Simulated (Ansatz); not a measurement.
# CH₄AlClSi, SMILES [Cl][Al]1[CH2][SiH2]1: a rigid scan of one bond length

Program: Ansatz's Python interface.

Input file `ch4alclsi.xyz`:
```text
8

Cl   -3.11830    1.45080    0.67290
Al   -1.20630    0.77650   -0.05750
C     0.69690    0.56150    0.22950
Si    0.30700   -1.08300   -0.46060
H     1.04170    0.51040    1.29000
H     1.38320    1.15970   -0.43790
H     0.70070   -1.29070   -1.84150
H     0.28720   -2.14230    0.54930
```

Notebook, run cell by cell (the value of a cell's last expression is shown):

In [1]:
```python
import ansatz as az
import numpy as np
```

In [2]:
```python
BASIS_SET = 'def2-SVP'
XC = 'r2scan0'
```

In [3]:
```python
system = az.Crystal.molecule_from_extxyz('ch4alclsi.xyz')
```

In [4]:
```python
symbols = [site.symbol for site in system.cartesian_sites]
start = np.array([site.position_ang for site in system.cartesian_sites])
axis = (start[5] - start[2]) / np.linalg.norm(start[5] - start[2])
moving = [5]
lengths, energies = [0.993, 1.039, 1.084, 1.129, 1.174, 1.219, 1.264, 1.332], []
for length in lengths:
    xyz = start.copy()
    xyz[moving] += (length - np.linalg.norm(start[5] - start[2])) * axis
    point = az.Crystal.molecule()
    for symbol, place in zip(symbols, xyz):
        point = point.atom(symbol, place.tolist())
    job = point.calculation().basis(gaussian=BASIS_SET).functional(XC).scf(lower_state_search='off')
    r = job.run(threads=1).report
    energies.append(r['free_energy_ev'])
    print(f'r = {length:6.3f} A  E = {energies[-1]:.5f} eV  <S^2> = {abs(r["mean_field"]["state"]["spin_squared"]):.3f}')

# quartic fit about the minimum
fit = np.polynomial.Polynomial.fit(lengths, np.array(energies) - min(energies), 4).convert()
roots = [r.real for r in fit.deriv().roots() if abs(r.imag) < 1e-9 and fit.deriv(2)(r.real) > 0]
r_e = min(roots, key=lambda r: abs(r - lengths[int(np.argmin(energies))]))
print(f'minimum of the fit at {r_e:.4f} A, force constant {fit.deriv(2)(r_e):.2f} eV/A^2')
```
```text
r =  0.993 A  E = -28086.47280 eV  <S^2> = 0.000
r =  1.039 A  E = -28086.64025 eV  <S^2> = 0.000
r =  1.084 A  E = -28086.70589 eV  <S^2> = 0.000
r =  1.129 A  E = -28086.69649 eV  <S^2> = 0.000
r =  1.174 A  E = -28086.62942 eV  <S^2> = 0.000
r =  1.219 A  E = -28086.51851 eV  <S^2> = 0.000
r =  1.264 A  E = -28086.37478 eV  <S^2> = 0.000
r =  1.332 A  E = -28086.11420 eV  <S^2> = 0.000
minimum of the fit at 1.0997 A, force constant 33.95 eV/A^2
```

Reading the output:
- The settings weren't tested for convergence.
- The rest of the molecule is held rigid at a force-field or estimated start geometry, and the basis set is modest; single-reference methods fail as a bond breaks.
- The orbitals are restricted, so S² is zero by construction.
- It ran for 28 s on 1 thread of Arm Neoverse V2 (shared host), peak memory 0.21 GiB.
